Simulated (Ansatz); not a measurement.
**Ga10Sb10 zinc blende off sphere (Ga10Sb10H28): geometry, orbitals and charge**

What does Ga10Sb10 zinc blende off sphere (Ga10Sb10H28) look like as a singlet, and where do its frontier electrons sit?

The runs use Ansatz 0.2.0, Gaussian basis; RKS PBE0-D4/def2-TZVP.

Levels to be run: relaxation at PBE-D4/def2-SVP; a single point at PBE0-D4/def2-TZVP.

1 further run of the same task is left out (set aside as unsound or not needed).

## (1) The system as given

48 atoms, charge 0, spin multiplicity 1.

Atoms are counted from 1 here; the program's logs count them from 0.

Bond lengths: Ga1–Sb12 2.655 Å, Ga1–Sb13 2.611 Å, Ga1–H21 1.549 Å, Ga1–H22 1.551 Å, Ga2–Sb11 2.602 Å, Ga2–Sb15 2.631 Å, Ga2–H23 1.510 Å, Ga2–H24 1.557 Å, Ga3–Sb14 2.629 Å, Ga3–Sb16 2.635 Å, Ga3–H25 1.537 Å, Ga3–H26 1.520 Å, Ga4–Sb12 2.622 Å, Ga4–Sb17 2.639 Å, Ga4–Sb18 2.629 Å, Ga4–H27 1.537 Å, Ga5–Sb14 2.642 Å, Ga5–Sb17 2.632 Å and more. Angles: Sb12–Ga1–Sb13 108.9°, Sb12–Ga1–H21 109.2°, Sb12–Ga1–H22 109.5°, Sb13–Ga1–H21 110.6°, Sb13–Ga1–H22 109.9°, H21–Ga1–H22 108.8°, Sb11–Ga2–Sb15 110.2°, Sb11–Ga2–H23 110.5°, Sb11–Ga2–H24 108.5°, Sb15–Ga2–H23 110.2°, Sb15–Ga2–H24 108.2°, H23–Ga2–H24 109.2°, Sb14–Ga3–Sb16 110.1°, Sb14–Ga3–H25 108.7°, Sb14–Ga3–H26 110.0°, Sb16–Ga3–H25 109.2°, Sb16–Ga3–H26 110.4°, H25–Ga3–H26 108.3° and more.

Sb takes a core potential in the def2 sets. No spin-orbit coupling is included.

The start is a built from a lattice or polyhedron geometry.

## (2) Relaxation at PBE-D4/def2-SVP

Contents of in.yaml:

```yaml
crystal:
  periodic: [false, false, false]
  atoms:
    - {symbol: Ga, position_ang: [-4.311300, 2.295500, -0.244900]}
    - {symbol: Ga, position_ang: [-1.286100, -3.803200, 2.806900]}
    - {symbol: Ga, position_ang: [1.775400, -3.808100, -0.244400]}
    - {symbol: Ga, position_ang: [-1.262100, 2.283600, -3.291600]}
    - {symbol: Ga, position_ang: [1.772400, -0.769300, -3.307100]}
    - {symbol: Ga, position_ang: [-1.257500, -0.766200, -0.254200]}
    - {symbol: Ga, position_ang: [-1.278200, 2.279300, 2.800300]}
    - {symbol: Ga, position_ang: [1.779400, -0.747400, 2.815300]}
    - {symbol: Ga, position_ang: [1.742800, 2.254800, -0.252500]}
    - {symbol: Ga, position_ang: [4.827200, -0.763600, -0.246600]}
    - {symbol: Sb, position_ang: [-2.759700, -2.308500, 1.269500]}
    - {symbol: Sb, position_ang: [-2.760900, 0.767900, -1.764900]}
    - {symbol: Sb, position_ang: [-2.799200, 3.783400, 1.277700]}
    - {symbol: Sb, position_ang: [0.260100, -2.310200, -1.785100]}
    - {symbol: Sb, position_ang: [0.257400, -2.306000, 4.323700]}
    - {symbol: Sb, position_ang: [3.309900, -2.291300, 1.267600]}
    - {symbol: Sb, position_ang: [0.267400, 0.771500, -4.820000]}
    - {symbol: Sb, position_ang: [0.246200, 3.819100, -1.782400]}
    - {symbol: Sb, position_ang: [3.321700, 0.742100, -1.761100]}
    - {symbol: Sb, position_ang: [0.258200, 0.739400, 1.270500]}
    - {symbol: H, position_ang: [-5.204800, 3.176400, -1.153700]}
    - {symbol: H, position_ang: [-5.222200, 1.397000, 0.632300]}
    - {symbol: H, position_ang: [-2.152100, -4.694600, 3.664600]}
    - {symbol: H, position_ang: [-0.373600, -4.687600, 1.906600]}
    - {symbol: H, position_ang: [2.660500, -4.694700, -1.135200]}
    - {symbol: H, position_ang: [0.907800, -4.711100, 0.617100]}
    - {symbol: H, position_ang: [-2.157300, 3.165600, -4.177300]}
    - {symbol: H, position_ang: [2.675500, -1.680400, -4.206900]}
    - {symbol: H, position_ang: [-2.142400, 1.404200, 3.679700]}
    - {symbol: H, position_ang: [-0.377400, 3.179000, 3.696300]}
    - {symbol: H, position_ang: [2.685800, 0.126100, 3.687900]}
    - {symbol: H, position_ang: [2.668700, 3.188100, 0.605500]}
    - {symbol: H, position_ang: [5.720500, -1.655500, -1.160300]}
    - {symbol: H, position_ang: [5.727600, 0.112500, 0.652200]}
    - {symbol: H, position_ang: [-3.786400, -3.274800, 0.300400]}
    - {symbol: H, position_ang: [-3.778800, -1.311900, 2.245500]}
    - {symbol: H, position_ang: [-3.758200, -0.236500, -2.778200]}
    - {symbol: H, position_ang: [-3.782400, 4.798300, 2.281000]}
    - {symbol: H, position_ang: [-1.798000, 4.801400, 0.271400]}
    - {symbol: H, position_ang: [-0.727500, -3.300400, -2.757900]}
    - {symbol: H, position_ang: [1.274400, -3.307700, 5.281200]}
    - {symbol: H, position_ang: [-0.725300, -1.260600, 5.303200]}
    - {symbol: H, position_ang: [4.282800, -3.276000, 2.255600]}
    - {symbol: H, position_ang: [-0.742100, -0.240100, -5.809900]}
    - {symbol: H, position_ang: [1.245500, 1.755400, -5.820500]}
    - {symbol: H, position_ang: [1.238900, 4.796400, -2.782100]}
    - {symbol: H, position_ang: [-0.734400, 4.784400, -0.798200]}
    - {symbol: H, position_ang: [4.323400, 1.750400, -2.768700]}
basis:
  gaussian: {orbitals: def2-SVP, fitting: {mean_field: def2-universal-jkfit}}
hamiltonian: {xc: pbe, dispersion: d4}
scf: {lower_state_search: "off"}
output: {orbitals: {seedname: orbitals}}
relax: {f_tol: 0.03, max_steps: 70}
```

Run with:

```bash
$ ansatz run in.yaml --threads 11 --pin off --events-out ev --progress --plain --max-ram 174080MiB --backend cuda --devices 0, --max-vram 75GiB
```

The runs that follow: Single point, PBE0-D4/def2-TZVP.

**Question.** What will the summary of the whole plan be? Wanted: point group; commonest bond, hydrogen aside; HOMO, LUMO at PBE0-D4/def2-TZVP; dipole at PBE-D4/def2-SVP.

The runs gave:

| quantity | value |
| --- | --- |
| point group | C1 |
| commonest bond, hydrogen aside | Ga–Sb, 26 of mean length 2.683 Å |
| HOMO, LUMO at PBE0-D4/def2-TZVP | -6.61, -2.00 eV |
| dipole at PBE-D4/def2-SVP | 4.75 D |

What this shows: The molecule keeps its bonding pattern by the stored test; the atoms moved 0.69 Å (rms), and the angle Ga2–Sb15–Ga8 went from 110° to 135°. No usable vibrations, so a minimum isn't proven. Whether this spin is the lowest isn't tested here. The point group is read from a loosely relaxed geometry; soft torsions can leave it below the true symmetry.
